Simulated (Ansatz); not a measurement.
**Rh (Fm-3m): all-electron equation of state in Python**

Where is the equilibrium volume of Rh (Fm-3m) with all electrons, and how stiff is it? The task is an all-electron equation of state, for Rh (Fm-3m).

The COD entry's cell or inner coordinates are ideal or old and differ from later refinements, so a difference from it is no clean test against experiment.

Program: the Python package of Ansatz 0.2.0. Level of theory: DFT PBE, all-electron LAPW. These are calculated values, not measurements.

## Step 1: Starting point

It takes space group Fm-3m (No. 225, cubic). Conventional cell: a = 3.796 Å, b = 3.796 Å, c = 3.796 Å, α = 90.00°, β = 90.00°, γ = 90.00°. Rh (site symmetry m-3m) is surrounded by 12 Rh at 2.68 Å.

The script holds or builds the structure itself.

## Step 2: The script

rh.py

```python
"""E(V) of Rh on LAPW."""

import ansatz as az
from ase.eos import EquationOfState
from ase.units import GPa
import numpy as np

SETTINGS = {
    "occupations": "cold",
    "n_empty": 2,
    "xc": "pbe",
    "mesh": (12, 12, 12),
}

vectors0 = np.array([
    [0.0, 1.89785, 1.89785],
    [1.89785, 0.0, 1.89785],
    [1.89785, 1.89785, 0.0],
])
sites = [
    ("Rh", [0.0, 0.0, 0.0]),
]


def make_crystal(cell):
    crystal = az.Crystal(lattice=az.Lattice.of(cell))
    for symbol, position in sites:
        crystal = crystal.atom(symbol, position)
    return crystal

volumes, energies = [], []
for scale in np.linspace(0.94, 1.06, 5):
    cell = vectors0 * scale ** (1 / 3)
    job = (
        make_crystal(cell).calculation()
        .occupations(SETTINGS["occupations"], width=300 * az.meV)
        .scf(extra_bands=SETTINGS["n_empty"])
        .functional(SETTINGS["xc"])
        .mixing("msr1")
        .kpoints(*SETTINGS["mesh"])
        .pseudopotentials("all_electron", lapw=True, basis_error=0.0005)
    )
    report = job.run().report
    volumes.append(abs(np.linalg.det(cell)) / len(sites))
    energies.append(report["free_energy_ev"] / len(sites))
    print(f"{scale:.3f} {volumes[-1]:9.4f} A^3/atom {energies[-1]:16.5f} eV/atom  (estimated basis error {1000 * report['lapw_basis_errors']['total_ev_per_atom']:.2f} meV/atom)")
v0, e0, bulk = EquationOfState(volumes, energies, eos="birchmurnaghan").fit()
print(f"V0 = {v0:.4f} A^3/atom, B0 = {bulk / GPa:.1f} GPa")
```

## Step 3: What the engine is handed

The package turns the script's settings into the engine's input (first run):

```yaml
crystal:
  lattice:
    - [0.0, 1.8591074964258285, 1.8591074964258285]
    - [1.8591074964258285, 0.0, 1.8591074964258285]
    - [1.8591074964258285, 1.8591074964258285, 0.0]
  atoms:
    - { symbol: Rh, position: [0.0, 0.0, 0.0] }
kpoints:
  mp_grid:
    grid: [12, 12, 12]
hamiltonian:
  xc: pbe
  pseudopotentials:
    kind: all_electron
    lapw:
      basis_error: 0.0005
scf:
  n_extra_bands: 2
  mixing:
    algorithm: msr1
  occupations:
    method: cold
    width: 0.3
```

## Step 4: Running it

The run is started by

```console
python rh.py
```

**Question.** Estimate the equilibrium volume and the bulk modulus.

**Answer**, as computed:

| quantity | value |
| --- | --- |
| runs compared | 5 |
| range of energy | 94.85 meV/atom |
| lowest point, volume (Å³/atom) | 14.082 |
| equilibrium volume (fit) | 14.03 Å³/atom |
| bulk modulus (fit) | 257 GPa |

What this shows: A third-order Birch-Murnaghan fit through the 5 points has its minimum at 14.03 Å³ an atom, 2.6 % above the typed cell, with a bulk modulus of 257 GPa and dB/dP = 5.2. From that minimum the energy rises by 95.0 meV an atom on the compressed side and 11.5 meV on the expanded side. Caveats:
- Spin is left out of this run.
- The mesh is modest for a metal, so energies can be off by several to tens of meV an atom and pressures by half a GPa or more; differences at equal mesh fare better.
- Of the deposited cell: the entry's cell lengths or inner coordinates differ somewhat from later room-temperature determinations.
